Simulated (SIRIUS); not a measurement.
## YGa3F in SIRIUS: the effect of functional

The system is YGa3F.

```xyz
5
Lattice="4.5991 0.0000 0.0000 0.0000 4.5991 0.0000 0.0000 0.0000 4.5991" Properties=species:S:1:pos:R:3 pbc="T T T"
Y     0.0000    0.0000    0.0000
Ga    2.2996    0.0000    2.2996
Ga    0.0000    2.2996    2.2996
Ga    2.2996    2.2996    0.0000
F     2.2996    2.2996    2.2996
```

The cell was built by a generator and needn't be a form met in nature.

Alike in all runs:

| Property | Result |
| --- | --- |
| Program | SIRIUS 7.10.0 |
| Task | single point |
| Potentials or basis | PseudoDojo 0.4.1 PBE standard (scalar relativistic) |
| Cutoff | 1152 eV |
| Density cutoff | 4606 eV |
| k mesh | 3 × 3 × 3 |
| Occupations | fermi-dirac, width 0.05 eV |
| Spin | no spin polarisation |

```tsv
functional	pressure (GPa)
LDA	-5.1
PBEsol	-2.9
RPBE	2.3
revPBE	1.8
BLYP	4.1
PW91	0.2
AM05	-2.7
XLYP	?
mPWLYP	4.0
LDA-PZ	-5.1
```

Task: What does the run with functional XLYP give?

Result: Pressure 4.8 GPa.

Caveats: all runs use coarse meshes; the potentials were made for another functional, which shifts forces and pressure; an odd number of electrons without spin polarisation forces a metal; a magnetic or distorted state may lie lower.

Runs at the PBE level aren't shown here.
